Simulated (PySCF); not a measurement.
# C3H10OSi: the cost of one run

Programs: PySCF 2.14.0, with density-fitted response routines of our own. Each step states its level of theory. These are calculated values for one molecule in the gas phase, unless marked as measured. Atoms are numbered from 0 throughout.

### Step 1. The starting structure

15 atoms, charge 0, multiplicity 1; geometry from: GFN2-xTB. The atoms were then displaced at random by about 0.01 Å, so the start is not that level's minimum.

Bonds of the start (Å): C0–C1 1.50, C1–C2 1.53, C2–Si3 1.96, Si3–O4 1.60, C0–H5 1.07, C0–H6 1.09, C0–H7 1.12, C1–H8 1.11, C1–H9 1.10, C2–H10 1.08, C2–H11 1.07, Si3–H12 1.44, Si3–H13 1.43, O4–H14 0.96.

### Step 2. Geometry optimisation at PBE0-D3(BJ)/def2-SVP

Job settings and geometry (Å):

```
{"job": {"xc": "PBE0", "basis": "def2-SVP", "d3": "d3bj", "grid": 1, "shake": 0.01, "kind": "geom"}, "charge": 0, "multiplicity": 1}
C     -2.149870     0.035150     0.464050
C     -0.659740     0.009810     0.611550
C      0.026890    -0.196830    -0.736270
Si     1.975590    -0.326570    -0.601800
O      2.607280     1.011490     0.014170
H     -2.540290    -0.867710     0.034520
H     -2.643440     0.212730     1.422970
H     -2.446420     0.877410    -0.209380
H     -0.315380     0.956380     1.083820
H     -0.391110    -0.798600     1.307130
H     -0.230860     0.626730    -1.383530
H     -0.344210    -1.098410    -1.183240
H      2.244320    -1.475810     0.231600
H      2.548600    -0.374050    -1.906210
H      2.303290     1.390910     0.843400
```

Run with:

```bash
$ OMP_NUM_THREADS=1 python probes_run.py task.json out
```

This one command runs all jobs of the session in turn.

**Question.** How long does this first job take on 1 thread of Arm Neoverse V1, shared host, and how much memory does it need?

About 30 s, with a peak of 0.53 GiB.
